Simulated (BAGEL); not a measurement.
# A workflow on CH2FNSi (SMILES FC1=N[SiH2]1)

Wanted: a single-point energy (HF/def2-SV(P)), then a single-point energy (NEVPT2(2,2)/def2-SV(P)), then the energy (CASPT2(2,2)/def2-SV(P)) of CH2FNSi. 

The results are computed with BAGEL 1.2.2.

2 further runs of the same task are left out: 2 set aside as unsound or not needed.

## (1) Starting point

The species is CH2FNSi (6 atoms), meant as a singlet with charge 0. SMILES: `FC1=N[SiH2]1`. The shape is that of a PBE0-D4/def2-TZVP optimisation.

Bond lengths: F1–C2 1.313 Å, C2–N3 1.261 Å, C2–Si4 1.766 Å, N3–Si4 1.801 Å, Si4–H5 1.477 Å, Si4–H6 1.477 Å. Angles: F1–C2–N3 128.8°, F1–C2–Si4 160.4°, N3–C2–Si4 70.8°, C2–N3–Si4 67.8°, C2–Si4–N3 41.4°, C2–Si4–H5 122.2°, C2–Si4–H6 122.2°, N3–Si4–H5 118.8°, N3–Si4–H6 118.8°, H5–Si4–H6 113.7°.

## (2) A single-point energy at HF/def2-SV(P) (density fitting with svp-jkfit) (run 1)

The input, calc.json:

```json
{ "bagel" : [

{
  "title" : "molecule",
  "basis" : "def2-sv_p_.json",
  "df_basis" : "svp-jkfit",
  "angstrom" : true,
  "geometry" : [
    { "atom" : "F", "xyz" : [    1.423104,   -1.608305,    0.851495 ] },
    { "atom" : "C", "xyz" : [    0.513004,   -0.815405,    0.333595 ] },
    { "atom" : "N", "xyz" : [   -0.624096,   -1.110905,   -0.124505 ] },
    { "atom" : "Si", "xyz" : [   -0.284396,    0.654595,   -0.233905 ] },
    { "atom" : "H", "xyz" : [    0.001704,    1.243395,   -1.557505 ] },
    { "atom" : "H", "xyz" : [   -0.987300,    1.572700,    0.684600 ] }
  ]
},
{ "title" : "hf" },
{ "title" : "print", "file" : "orbitals.molden", "orbitals" : true }

]}
```

The basis set def2-SV(P) is read from a file made from the Basis Set Exchange's data (not shown).

Launch:

```bash
BAGEL_NUM_THREADS=1 BAGEL calc.json > calc.out
```

Standard output:

```text
* using 1 threads per process

  ===============================================================
  ===============================================================

  *** Geometry ***

  { "atom" : "F", "xyz" : [      2.689277,     -3.039256,      1.609092 ] },
  { "atom" : "C", "xyz" : [      0.969437,     -1.540892,      0.630403 ] },
  { "atom" : "N", "xyz" : [     -1.179371,     -2.099306,     -0.235280 ] },
  { "atom" : "Si", "xyz" : [     -0.537431,      1.237005,     -0.442016 ] },
  { "atom" : "H", "xyz" : [      0.003220,      2.349676,     -2.943258 ] },
  { "atom" : "H", "xyz" : [     -1.865727,      2.971972,      1.293707 ] },

  Number of auxiliary basis functions:      393

  Since a DF basis is specified, we compute 2- and 3-index integrals:
    o Being stored without compression. Storage requirement is 0.013 GB

  Number of basis functions:       64
  Number of electrons      :       38

    * METHOD: MOLECULE                             0.13

  *** RHF ***

  === Nuclear Repulsion ===
   147.1545234984

      * DIIS with orbital gradients will be used.

  === RHF iteration (def2-sv_p_.json) ===
      0       -481.33424523          0.02276652           0.03
      1       -481.45011054          0.01640334           0.03
      2       -481.52703063          0.00201145           0.03
      3       -481.52920702          0.00103425           0.03
      4       -481.52964075          0.00027434           0.03
      5       -481.52971840          0.00012831           0.03
      6       -481.52973304          0.00006679           0.03
      7       -481.52973721          0.00001358           0.03
      8       -481.52973739          0.00000455           0.03
      9       -481.52973741          0.00000253           0.03
     10       -481.52973741          0.00000062           0.03
     11       -481.52973741          0.00000021           0.03
     12       -481.52973741          0.00000008           0.03
     13       -481.52973741          0.00000003           0.03
     14       -481.52973741          0.00000002           0.03
     15       -481.52973741          0.00000001           0.03
    * SCF iteration converged.

    * Permanent dipole moment:
           (   -0.016343,    -1.338520,     0.189330) a.u.

    * METHOD: HF                                   0.63

    * METHOD: PRINT                                0.01

  ===============================================================
```

It took 0.91 s on 1 thread of Arm Neoverse V1, shared host; peak memory 0.14 GiB.

## (3) The energy at NEVPT2(2,2)/def2-SV(P) (density fitting with svp-jkfit) (run 2)

The input, job.json:

```json
{ "bagel" : [

{
  "title" : "molecule",
  "basis" : "def2-sv_p_.json",
  "df_basis" : "svp-jkfit",
  "angstrom" : true,
  "geometry" : [
    { "atom" : "F", "xyz" : [    1.423104,   -1.608305,    0.851495 ] },
    { "atom" : "C", "xyz" : [    0.513004,   -0.815405,    0.333595 ] },
    { "atom" : "N", "xyz" : [   -0.624096,   -1.110905,   -0.124505 ] },
    { "atom" : "Si", "xyz" : [   -0.284396,    0.654595,   -0.233905 ] },
    { "atom" : "H", "xyz" : [    0.001704,    1.243395,   -1.557505 ] },
    { "atom" : "H", "xyz" : [   -0.987300,    1.572700,    0.684600 ] }
  ]
},
{
  "title" : "hf"
},
{
  "title" : "nevpt2",
  "nstate" : 1,
  "nact" : 2,
  "nclosed" : 18,
  "active" : [16, 22],
  "maxiter" : 200,
  "natocc" : true,
  "ncore" : 8
},
{
  "title" : "print",
  "file" : "orbitals.molden",
  "orbitals" : true
}

]}
```

The basis set def2-SV(P) is read from a file made from the Basis Set Exchange's data (not shown).

Launch:

```bash
BAGEL_NUM_THREADS=1 BAGEL job.json > job.out
```

Standard output:

```text
* using 1 threads per process

  ===============================================================
  ===============================================================

  *** Geometry ***

  { "atom" : "F", "xyz" : [      2.689277,     -3.039256,      1.609092 ] },
  { "atom" : "C", "xyz" : [      0.969437,     -1.540892,      0.630403 ] },
  { "atom" : "N", "xyz" : [     -1.179371,     -2.099306,     -0.235280 ] },
  { "atom" : "Si", "xyz" : [     -0.537431,      1.237005,     -0.442016 ] },
  { "atom" : "H", "xyz" : [      0.003220,      2.349676,     -2.943258 ] },
  { "atom" : "H", "xyz" : [     -1.865727,      2.971972,      1.293707 ] },

  Number of auxiliary basis functions:      393

  Since a DF basis is specified, we compute 2- and 3-index integrals:
    o Being stored without compression. Storage requirement is 0.013 GB

  Number of basis functions:       64
  Number of electrons      :       38

    * METHOD: MOLECULE                             0.13

  *** RHF ***

  === Nuclear Repulsion ===
   147.1545234984

      * DIIS with orbital gradients will be used.

  === RHF iteration (def2-sv_p_.json) ===
      0       -481.33424523          0.02276652           0.04
      1       -481.45011054          0.01640334           0.03
      2       -481.52703063          0.00201145           0.03
      3       -481.52920702          0.00103425           0.03
      4       -481.52964075          0.00027434           0.03
      5       -481.52971840          0.00012831           0.03
      6       -481.52973304          0.00006679           0.03
      7       -481.52973721          0.00001358           0.03
      8       -481.52973739          0.00000455           0.03
      9       -481.52973741          0.00000253           0.03
     10       -481.52973741          0.00000062           0.03
     11       -481.52973741          0.00000021           0.03
     12       -481.52973741          0.00000008           0.03
     13       -481.52973741          0.00000003           0.03
     14       -481.52973741          0.00000002           0.03
     15       -481.52973741          0.00000001           0.03
    * SCF iteration converged.

    * Permanent dipole moment:
           (   -0.016343,    -1.338520,     0.189330) a.u.

    * METHOD: HF                                   0.61

    * freezing 8 orbitals
  ---------------------------
      CASSCF calculation
  ---------------------------

    ==== Active orbitals : =====
         Orbital 16
         Orbital 22
    ============================

    * nstate   :      1
    * nclosed  :     18
    * nact     :      2
    * nvirt    :     44
  === CASSCF iteration (def2-sv_p_.json) ===

    * Using the second-order algorithm

      0  0      -481.53080392     2.78e-04      0.01

      1  0      -481.53655744     8.08e-04      0.15

      2  0      -481.53682381     9.26e-05      0.17

      3  0      -481.53682816     1.36e-05      0.18

      4  0      -481.53682825     1.97e-06      0.17

      5  0      -481.53682826     2.87e-07      0.18

      6  0      -481.53682826     4.19e-08      0.17

      7  0      -481.53682826     6.10e-09      0.16

    * Second-order optimization converged. *

     guess   0:   closed 1.                   open ..

  === FCI iteration ===

      0  0      -481.52942554     4.70e-02      0.00
      1  0      -481.53682826     2.08e-07      0.00
      2  0 *    -481.53682826     4.71e-16      0.00

     * ci vector, state   0, <S^2> = 0.0000
       2.     0.9969100999
       .2    -0.0785509560

  === DF-NEVPT2 calculation ===

    * 3-index integral transformation done
    * assembly done

      NEVPT2 correlation energy:   -0.5420056978      0.08

          (+0)     -0.5001663335
          (+0)'    -0.0119380410
          (+1)     -0.0060670613
          (+1)'    -0.0000000000
          (+2)     -0.0017087789
          (-1)     -0.0181090695
          (-1)'     0.0000000000
          (-2)     -0.0040164136

      NEVPT2 total energy:       -482.0788339537

    * METHOD: NEVPT2                               1.42

    * METHOD: PRINT                                0.01

  ===============================================================
```

It took 2.3 s on 1 thread of Arm Neoverse V1, shared host; peak memory 0.14 GiB.

## (4) The energy at CASPT2(2,2)/def2-SV(P) (density fitting with svp-jkfit) (run 3)

The input, caspt2.json:

```json
{ "bagel": [

{
  "title": "molecule",
  "basis": "def2-sv_p_.json",
  "df_basis": "svp-jkfit",
  "angstrom": true,
  "geometry": [
    { "atom": "F", "xyz": [    1.423104,   -1.608305,    0.851495 ] },
    { "atom": "C", "xyz": [    0.513004,   -0.815405,    0.333595 ] },
    { "atom": "N", "xyz": [   -0.624096,   -1.110905,   -0.124505 ] },
    { "atom": "Si", "xyz": [   -0.284396,    0.654595,   -0.233905 ] },
    { "atom": "H", "xyz": [    0.001704,    1.243395,   -1.557505 ] },
    { "atom": "H", "xyz": [   -0.987300,    1.572700,    0.684600 ] }
  ]
},
{ "title": "hf" },
{ "title": "casscf", "nstate": 1, "nact": 2, "nclosed": 18, "active": [16, 22], "maxiter": 200, "natocc": true },
{ "title": "print", "file": "orbitals.molden", "orbitals": true },
{ "title": "smith", "method": "caspt2", "ms": true, "xms": true, "sssr": true, "shift": 0.2, "shift_imag": true, "ncore": 8 }

]}
```

The basis set def2-SV(P) is read from a file made from the Basis Set Exchange's data (not shown).

Launch:

```bash
BAGEL_NUM_THREADS=1 BAGEL caspt2.json > caspt2.out
```

Standard output:

```text
* using 1 threads per process

  ===============================================================
  ===============================================================

  *** Geometry ***

  { "atom" : "F", "xyz" : [      2.689277,     -3.039256,      1.609092 ] },
  { "atom" : "C", "xyz" : [      0.969437,     -1.540892,      0.630403 ] },
  { "atom" : "N", "xyz" : [     -1.179371,     -2.099306,     -0.235280 ] },
  { "atom" : "Si", "xyz" : [     -0.537431,      1.237005,     -0.442016 ] },
  { "atom" : "H", "xyz" : [      0.003220,      2.349676,     -2.943258 ] },
  { "atom" : "H", "xyz" : [     -1.865727,      2.971972,      1.293707 ] },

  Number of auxiliary basis functions:      393

  Since a DF basis is specified, we compute 2- and 3-index integrals:
    o Being stored without compression. Storage requirement is 0.013 GB

  Number of basis functions:       64
  Number of electrons      :       38

    * METHOD: MOLECULE                             0.13

  *** RHF ***

  === Nuclear Repulsion ===
   147.1545234984

[... 8 lines left out ...]
    * SCF iteration converged.
[... 1 line left out ...]
    * Permanent dipole moment:
[... 27 lines left out ...]
    * Second-order optimization converged. *
[... 9 lines left out ...]
     * ci vector, state   0, <S^2> = 0.0000
[... 16 lines left out ...]
    * Zeroth order energy : state  0       -1.0128697682
[... 3 lines left out ...]
      -------------------------------------------  CASPT2 iteration  ---------------------------------------------------
       #      aibj      arbs      arbi      airj      risj      airs      arst      rist         Etot      error   time
      ------------------------------------------------------------------------------------------------------------------

       0  -0.49842  -0.00479  -0.01811  -0.00630  -0.00195  -0.00976  -0.00000   0.00000   -0.5393356  0.0014302   0.04
       1  -0.49858  -0.00481  -0.01815  -0.00643  -0.00204  -0.00992  -0.00000  -0.00000   -0.5399346  0.0002170   0.03
       2  -0.49859  -0.00481  -0.01814  -0.00644  -0.00205  -0.00993  -0.00000   0.00000   -0.5399539  0.0000391   0.03
       3  -0.49859  -0.00481  -0.01814  -0.00643  -0.00205  -0.00993  -0.00000  -0.00000   -0.5399544  0.0000070   0.03
       4  -0.49859  -0.00481  -0.01814  -0.00643  -0.00205  -0.00993   0.00000   0.00000   -0.5399544  0.0000012   0.03
       5  -0.49859  -0.00481  -0.01814  -0.00643  -0.00205  -0.00993  -0.00000  -0.00000   -0.5399544  0.0000002   0.04

      ------------------------------------------------------------------------------------------------------------------

    * CASPT2 energy : state  0     -482.0795636081
        w/o shift correction       -482.0767826467
        reference weight              0.8533450442

    * METHOD: SMITH                                0.32

  ===============================================================
```

Run time: 2.5 s. Hardware: 1 thread of Arm Neoverse V1, shared host; peak memory 0.14 GiB.

## (5) Outcome

| quantity | value |
| --- | --- |
| run 1, HF/def2-SV(P): total energy | -481.52974 Eh |
| run 1, HF/def2-SV(P): dipole moment | 3.44 D |
| run 1, HF/def2-SV(P): HOMO energy | -10.70 eV |
| run 1, HF/def2-SV(P): LUMO energy | 2.53 eV |
| run 1, HF/def2-SV(P): HOMO–LUMO gap | 13.22 eV |
| run 2, NEVPT2(2,2)/def2-SV(P): total energy | -482.07883 Eh |
| run 3, CASPT2(2,2)/def2-SV(P): total energy | -482.07956 Eh |
